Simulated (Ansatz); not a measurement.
**HfNH+ (doublet): the correlation ladder, def2-TZVPP**

The task here is to estimate one member of a computed series from the others.

The runs use Ansatz 0.2.0, Gaussian basis; def2-TZVPP, core rule «outside noble gas», up to 5 orbitals frozen.

To be run: UHF; ROHF; CCSD(T) on UHF.

### What is computed

The geometry is a PBE0/def2-TZVP stationary point (not a proven minimum). No spin-orbit coupling is included. Elements past krypton take def2 core potentials.

3 atoms, charge 1, spin multiplicity 2.

Atoms are counted from 1 here; the program's logs count them from 0.

Bond lengths: Hf1–N2 1.746 Å, N2–H3 1.015 Å. Angles: Hf1–N2–H3 180.0°.

Set-up of the first run:

The input, in.yaml:

```yaml
crystal:
  periodic: [false, false, false]
  atoms:
    - {symbol: Hf, position_ang: [0.000000, 0.000000, 1.502073]}
    - {symbol: N, position_ang: [0.000000, 0.000000, -0.243730]}
    - {symbol: H, position_ang: [0.000000, 0.000000, -1.258344]}
basis:
  gaussian: {orbitals: def2-TZVPP}
total_charge: 1
magnetization: {spin_polarized: true, initial_magnetization: 1}
hamiltonian: {xc: hf}
output: {orbitals: {seedname: orbitals}}
```

Started as:

```bash
ansatz run in.yaml --threads 1 --pin off --events-out ev --progress --plain --max-ram 4096MiB --backend cpu
```

Among the steps run: UHF; ROHF; CCSD(T) on UHF.

One of the session's tables, all rows but one given; the rest of the session is left out.

It belongs to the step «Misses and costs». 

| method | from UCCSD(T) (meV) |
| --- | --- |
| ROHF | ? |
| UHF | +8226.0 |
| UMP2 | +335.8 |
| UCCSD | +498.9 |
| UCCSD(T) | 0 |

Q: Estimate the row for ROHF from the others.

The run gave: from UCCSD(T) (meV): +8261.5. In the column «from UCCSD(T) (meV)» it is the highest.
